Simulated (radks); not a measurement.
# Taking charge from the 5d level of Hg³⁺ in fractions

An exercise on one series of results from a longer session: the logs are not shown, and one member is left open.

Method: scalar-relativistic Kohn-Sham, PBE, spin-unpolarised, spherical densities, finite nucleus. Code: radks (a radial shooting solver on a logarithmic mesh, Libxc functionals) version 1.

## Starting point

```
element            : mercury (Z = 80)
charge             : +3
electrons          : 77
configuration      : [Xe] 4f14 5d9
nuclear rms radius : 5.4648 fm
```

The outer shells:

Hg³⁺
```
[Xe] core
4f [↑↓][↑↓][↑↓][↑↓][↑↓][↑↓][↑↓]
5d [↑↓][↑↓][↑↓][↑↓][↑ ]
```

The first run:

Settings of this run:

```text
Z 80
configuration [Xe] 4f14 5d9
relativity scalar-relativistic
functional pbe,pbe
spin unpolarised
nucleus finite rms 5.4648 fm
c 137.035999084
```

Among the steps run: Start: [Xe] 4f14 5d9.

One of the session's tables, all rows but one given; the rest of the session is left out.

It belongs to the step «Start: [Xe] 4f14 5d9». From the orbitals of this run (lengths in bohr):

| level | <r> | outermost maximum (interpolated) | 90 % within | nodes |
| --- | --- | --- | --- | --- |
| 3d | 0.1650 | 0.135 | 0.256 | 0 |
| 4s | 0.3993 | 0.376 | 0.572 | 3 |
| 4p | 0.4254 | 0.396 | 0.617 | 2 |
| 4d | 0.4489 | 0.403 | 0.669 | 1 |
| 5s | 0.9002 | 0.827 | 1.28 | 4 |
| 4f | ? | ? | ? | ? |
| 5p | 1.033 | 0.927 | 1.49 | 3 |
| 5d | 1.385 | 1.15 | 2.09 | 2 |

**Question.** Estimate the row for 4f.

As computed: <r>: 0.4823; outermost maximum (interpolated): 0.367; 90 % within: 0.771; nodes: 0. In the column «<r>» it lies between 4d (0.4489) and 5s (0.9002).
